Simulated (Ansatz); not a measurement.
# CuIrSe2: the cost of one run

Method: DFT LDA+U (U_eff = 2 eV on Ir d, around-mean-field double counting), plane waves, PAW, no spin–orbit coupling unless a run says so, in Ansatz 0.2.0.

### 1 The starting structure

Symmetry: R-3m, No. 166, trigonal system. Conventional cell: a = 3.817 Å, b = 3.817 Å, c = 20.785 Å, α = 90.00°, β = 90.00°, γ = 120.00°. Cu (site symmetry -3m) has 6 Se at 3.03 Å as nearest neighbours. Ir (site symmetry -3m) is surrounded by 6 Se at 2.60 Å. Se (site symmetry 3m) is surrounded by 3 Ir at 2.60 Å and 3 Cu at 3.03 Å.

Coordinates:

```cif
data_structure
_symmetry_space_group_name_H-M 'R-3m:H'
_symmetry_Int_Tables_number 166
_cell_length_a 3.8168
_cell_length_b 3.8168
_cell_length_c 20.7849
_cell_angle_alpha 90.000
_cell_angle_beta 90.000
_cell_angle_gamma 120.000
_cell_volume 262.23
loop_
_atom_site_label
_atom_site_type_symbol
_atom_site_symmetry_multiplicity
_atom_site_Wyckoff_symbol
_atom_site_fract_x
_atom_site_fract_y
_atom_site_fract_z
_atom_site_occupancy
Cu1 Cu 3 b 0.66667 0.33333 0.83333 1
Ir1 Ir 3 a 0.00000 0.00000 0.00000 1
Se1 Se 6 c 0.33333 0.66667 0.93337 1
```

An earlier series on this cell reached its lowest free state from «ferromagnetic start, free, symmetry kept, no search», perhaps among other starts (it ended without moments).

### 2 Spin-orbit coupling, direction held

File input.yaml:

```yaml
crystal:
  lattice:
    - [1.90842244, 1.10182821, 6.92830171]
    - [-1.90842244, 1.10182821, 6.92830171]
    - [0.0, -2.20365642, 6.92830171]
  atoms:
    - { symbol: Cu, position: [0.5, 0.5, 0.5] }
    - { symbol: Ir, position: [0.0, 0.0, 0.0], spin: 4.0, spin_axis: [0.0, 0.0, 1.0] }
    - { symbol: Se, position: [0.2667, 0.2667, 0.2667] }
    - { symbol: Se, position: [0.7333, 0.7333, 0.7333] }
basis:
  ecutwfc: 420
  ecutrho_ratio: 4
kpoints:
  mp_grid: { grid: [6, 6, 6] }
hamiltonian:
  xc: lda
  hubbard:
    sites:
      - { site: 1, l: d, u_eff: 2.0, starting_ns: [{ occupation_matrix: s1 }] }
    double_counting: amf
    occupation_matrices:
      s1:
        spinor_matrix:
          - [[0.97, 0.0], [0.0, 0.0], [0.0, 0.0], [0.0, 0.0], [0.0, 0.0], [0.0, 0.0], [0.0, 0.0], [0.0, 0.0], [0.0, 0.0], [0.0, 0.0]]
          - [[0.0, 0.0], [0.97, 0.0], [0.0, 0.0], [0.0, 0.0], [0.0, 0.0], [0.0, 0.0], [0.0, 0.0], [0.0, 0.0], [0.0, 0.0], [0.0, 0.0]]
          - [[0.0, 0.0], [0.0, 0.0], [0.97, 0.0], [0.0, 0.0], [0.0, 0.0], [0.0, 0.0], [0.0, 0.0], [0.0, 0.0], [0.0, 0.0], [0.0, 0.0]]
          - [[0.0, 0.0], [0.0, 0.0], [0.0, 0.0], [0.97, 0.0], [0.0, 0.0], [0.0, 0.0], [0.0, 0.0], [0.0, 0.0], [0.0, 0.0], [0.0, 0.0]]
          - [[0.0, 0.0], [0.0, 0.0], [0.0, 0.0], [0.0, 0.0], [0.97, 0.0], [0.0, 0.0], [0.0, 0.0], [0.0, 0.0], [0.0, 0.0], [0.0, 0.0]]
          - [[0.0, 0.0], [0.0, 0.0], [0.0, 0.0], [0.0, 0.0], [0.0, 0.0], [0.97, 0.0], [0.0, 0.0], [0.0, 0.0], [0.0, 0.0], [0.0, 0.0]]
          - [[0.0, 0.0], [0.0, 0.0], [0.0, 0.0], [0.0, 0.0], [0.0, 0.0], [0.0, 0.0], [0.02, 0.0], [0.0, 0.0], [0.0, 0.0], [0.0, 0.0]]
          - [[0.0, 0.0], [0.0, 0.0], [0.0, 0.0], [0.0, 0.0], [0.0, 0.0], [0.0, 0.0], [0.0, 0.0], [0.02, 0.0], [0.0, 0.0], [0.0, 0.0]]
          - [[0.0, 0.0], [0.0, 0.0], [0.0, 0.0], [0.0, 0.0], [0.0, 0.0], [0.0, 0.0], [0.0, 0.0], [0.0, 0.0], [0.02, 0.0], [0.0, 0.0]]
          - [[0.0, 0.0], [0.0, 0.0], [0.0, 0.0], [0.0, 0.0], [0.0, 0.0], [0.0, 0.0], [0.0, 0.0], [0.0, 0.0], [0.0, 0.0], [0.02, 0.0]]
    ns_hold: { iters: 8 }
scf:
  occupations: { method: gaussian, width: 0.05 }
  lower_state_search: "off"
  max_iter: 150
output:
  forces: true
  stress: true
  eigenvalues: true
  populations: true
  hubbard: { sites: [{ site: 1, l: d }] }
magnetization:
  noncollinear: true
  spin_orbit: true
  spin_locking: { lock_directions: true }
```

The typed matrices put 0.97 on the chosen orbitals and 0.02 on the others, and are held for 8 cycles. The lock stays on to the end, so the result is a constrained state. This run includes spin–orbit coupling.

The run is started by

```
> ansatz run input.yaml --threads 2 --pin off --max-ram 3072MiB --backend cpu --events-out ev --progress --plain --runs-dir out
```

Q: Estimate wall time and peak memory on 2 threads of Intel Xeon 6975P-C (Granite Rapids), shared host.

About 48 s, with a peak of 1.2 GiB.
